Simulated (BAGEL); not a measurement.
# CH5B2N (SMILES BB1CN1): HF/3-21G (density fitting with qzvpp-jkfit)

Aim: the vertical singlet–triplet gap of CH5B2N at HF/3-21G (density fitting with qzvpp-jkfit), from 2 runs. 

Program for the calculation: BAGEL 1.2.2.

3 further runs of the same task are left out: 2 that didn't finish, 1 set aside as unsound or not needed.

### Step 1. The structure to begin with

The species is CH5B2N (9 atoms), meant as a singlet with charge 0. As SMILES, `BB1CN1`. Geometry: relaxed at PBE0-D4/def2-TZVP.

Bond lengths: B1–B2 1.632 Å, B2–C3 1.590 Å, B2–N4 1.356 Å, C3–N4 1.443 Å, B1–H5 1.198 Å, B1–H6 1.197 Å, C3–H7 1.088 Å, C3–H8 1.090 Å, N4–H9 1.003 Å. Some angles: B1–B2–C3 146.8°, B1–B2–N4 155.1°, C3–B2–N4 58.0°, B2–C3–N4 52.8°, B2–N4–C3 69.2°, B2–B1–H5 121.0°, B2–B1–H6 122.0°, B2–C3–H7 121.4°, B2–C3–H8 118.9°, N4–C3–H7 116.7°.

### Step 2. A single-point energy at HF/3-21G (density fitting with qzvpp-jkfit)

The input, job.json:

```json
{ "bagel": [

{
  "title": "molecule",
  "basis": "3-21g",
  "df_basis": "qzvpp-jkfit",
  "angstrom": true,
  "geometry": [
    { "atom": "B", "xyz": [      -0.727500,       1.327800,      -0.994400 ] },
    { "atom": "B", "xyz": [      -0.166400,       0.197400,       0.041000 ] },
    { "atom": "C", "xyz": [       0.575300,      -1.198500,       0.211800 ] },
    { "atom": "N", "xyz": [       0.142600,      -0.307600,       1.260600 ] },
    { "atom": "H", "xyz": [       0.018000,       2.098200,      -1.529000 ] },
    { "atom": "H", "xyz": [      -1.879100,       1.377000,      -1.318200 ] },
    { "atom": "H", "xyz": [       0.039400,      -2.141000,       0.119200 ] },
    { "atom": "H", "xyz": [       1.640700,      -1.259400,      -0.010100 ] },
    { "atom": "H", "xyz": [       0.445400,      -0.140300,       2.202200 ] }
  ]
},

{
  "title": "hf"
},

{
  "title": "print",
  "file": "orbitals.molden",
  "orbitals": true
}

]}
```

The run is started by

```sh
$ BAGEL_NUM_THREADS=1 BAGEL job.json > job.out
```

The program printed:

```text
* using 1 threads per process

  ===============================================================
  ===============================================================

  *** Geometry ***

  { "atom" : "B", "xyz" : [     -1.374776,      2.509178,     -1.879144 ] },
  { "atom" : "B", "xyz" : [     -0.314450,      0.373032,      0.077479 ] },
  { "atom" : "C", "xyz" : [      1.087159,     -2.264837,      0.400244 ] },
  { "atom" : "N", "xyz" : [      0.269475,     -0.581280,      2.382189 ] },
  { "atom" : "H", "xyz" : [      0.034015,      3.965023,     -2.889391 ] },
  { "atom" : "H", "xyz" : [     -3.550984,      2.602153,     -2.491037 ] },
  { "atom" : "H", "xyz" : [      0.074455,     -4.045904,      0.225255 ] },
  { "atom" : "H", "xyz" : [      3.100474,     -2.379921,     -0.019086 ] },
  { "atom" : "H", "xyz" : [      0.841684,     -0.265129,      4.161555 ] },

  Number of auxiliary basis functions:      392

  Since a DF basis is specified, we compute 2- and 3-index integrals:
    o Being stored without compression. Storage requirement is 0.007 GB

  Number of basis functions:       46
  Number of electrons      :       28

    * METHOD: MOLECULE                             0.10

  *** RHF ***

  === Nuclear Repulsion ===
    90.4421771827

      * DIIS with orbital gradients will be used.

  === RHF iteration (3-21g) ===
      0       -143.62943254          0.02304166           0.02
      1       -143.70277085          0.01175117           0.01
      2       -143.72191542          0.00249015           0.02
      3       -143.72323101          0.00039678           0.02
      4       -143.72326865          0.00010942           0.01
      5       -143.72327432          0.00003228           0.02
      6       -143.72327481          0.00001305           0.01
      7       -143.72327491          0.00000556           0.01
      8       -143.72327492          0.00000139           0.01
      9       -143.72327493          0.00000047           0.01
     10       -143.72327493          0.00000019           0.01
     11       -143.72327493          0.00000005           0.01
     12       -143.72327493          0.00000002           0.01
     13       -143.72327493          0.00000001           0.01
    * SCF iteration converged.

    * Permanent dipole moment:
           (   -0.277914,    -0.066058,    -0.364112) a.u.

    * METHOD: HF                                   0.28

    * METHOD: PRINT                                0.00

  ===============================================================
```

Run time: 0.66 s. Hardware: 1 thread of Intel Xeon Platinum 8488C (Sapphire Rapids), shared host; peak memory 0.08 GiB.

### Step 3. The triplet, same level

The input, input.json:

```json
{ "bagel": [

{
  "title": "molecule",
  "basis": "3-21g",
  "df_basis": "qzvpp-jkfit",
  "angstrom": "true",
  "geometry": [
    { "atom": "B", "xyz": [      -0.727500,       1.327800,      -0.994400 ] },
    { "atom": "B", "xyz": [      -0.166400,       0.197400,       0.041000 ] },
    { "atom": "C", "xyz": [       0.575300,      -1.198500,       0.211800 ] },
    { "atom": "N", "xyz": [       0.142600,      -0.307600,       1.260600 ] },
    { "atom": "H", "xyz": [       0.018000,       2.098200,      -1.529000 ] },
    { "atom": "H", "xyz": [      -1.879100,       1.377000,      -1.318200 ] },
    { "atom": "H", "xyz": [       0.039400,      -2.141000,       0.119200 ] },
    { "atom": "H", "xyz": [       1.640700,      -1.259400,      -0.010100 ] },
    { "atom": "H", "xyz": [       0.445400,      -0.140300,       2.202200 ] }
  ]
},

{
  "title": "uhf",
  "nopen": 2
},

{
  "title": "print",
  "file": "orbitals.molden",
  "orbitals": "true"
}

]}
```

The run is started by

```sh
$ BAGEL_NUM_THREADS=1 BAGEL input.json > input.out
```

The program printed:

```text
* using 1 threads per process

  ===============================================================
  ===============================================================

  *** Geometry ***

  { "atom" : "B", "xyz" : [     -1.374776,      2.509178,     -1.879144 ] },
  { "atom" : "B", "xyz" : [     -0.314450,      0.373032,      0.077479 ] },
  { "atom" : "C", "xyz" : [      1.087159,     -2.264837,      0.400244 ] },
  { "atom" : "N", "xyz" : [      0.269475,     -0.581280,      2.382189 ] },
  { "atom" : "H", "xyz" : [      0.034015,      3.965023,     -2.889391 ] },
  { "atom" : "H", "xyz" : [     -3.550984,      2.602153,     -2.491037 ] },
  { "atom" : "H", "xyz" : [      0.074455,     -4.045904,      0.225255 ] },
  { "atom" : "H", "xyz" : [      3.100474,     -2.379921,     -0.019086 ] },
  { "atom" : "H", "xyz" : [      0.841684,     -0.265129,      4.161555 ] },

  Number of auxiliary basis functions:      392

  Since a DF basis is specified, we compute 2- and 3-index integrals:
    o Being stored without compression. Storage requirement is 0.007 GB

  Number of basis functions:       46
  Number of electrons      :       28

    * METHOD: MOLECULE                             0.11

  *** Open-shell HF ***

  === Nuclear Repulsion ===
    90.4421771827

      * DIIS with orbital gradients will be used.

  === UHF iteration (3-21g) ===
      0       -143.47594962          0.04090446           0.03
      1       -143.54917384          0.02024183           0.03
      2       -143.56136209          0.01200853           0.03
      3       -143.56673107          0.00172795           0.03
      4       -143.56759637          0.00072313           0.03
      5       -143.56783585          0.00046715           0.03
      6       -143.56799310          0.00030033           0.03
      7       -143.56805099          0.00022870           0.03
      8       -143.56811216          0.00012597           0.03
      9       -143.56813011          0.00008055           0.03
[... 18 lines of this table left out ...]
     28       -143.56814165          0.00000002           0.03
     29       -143.56814165          0.00000002           0.03
     30       -143.56814165          0.00000001           0.03
     31       -143.56814165          0.00000000           0.03
    * SCF iteration converged.

    * S^2 (UHF) is 2.0376

    * Permanent dipole moment:
           (   -1.223963,     1.681191,    -1.572506) a.u.

    * METHOD: UHF                                  1.03

    * METHOD: PRINT                                0.00

  ===============================================================
```

Run time: 1.4 s. Hardware: 1 thread of Intel Xeon Platinum 8488C (Sapphire Rapids), shared host; peak memory 0.08 GiB.

### Step 4. What came out

Level: HF/3-21G (density fitting with qzvpp-jkfit).

| quantity | value |
| --- | --- |
| singlet: total energy | -143.72327 Eh |
| singlet: dipole moment | 1.18 D |
| singlet: HOMO energy | -10.27 eV |
| singlet: LUMO energy | 2.10 eV |
| singlet: HOMO–LUMO gap | 12.36 eV |
| triplet: total energy | -143.56814 Eh |
| triplet: dipole moment | 6.63 D |
| triplet: ⟨S²⟩ | 2.038 |
| vertical energy of the triplet above the singlet | 4.221 eV |

At this shape the triplet lies 4.22 eV (97 kcal/mol) above the singlet.
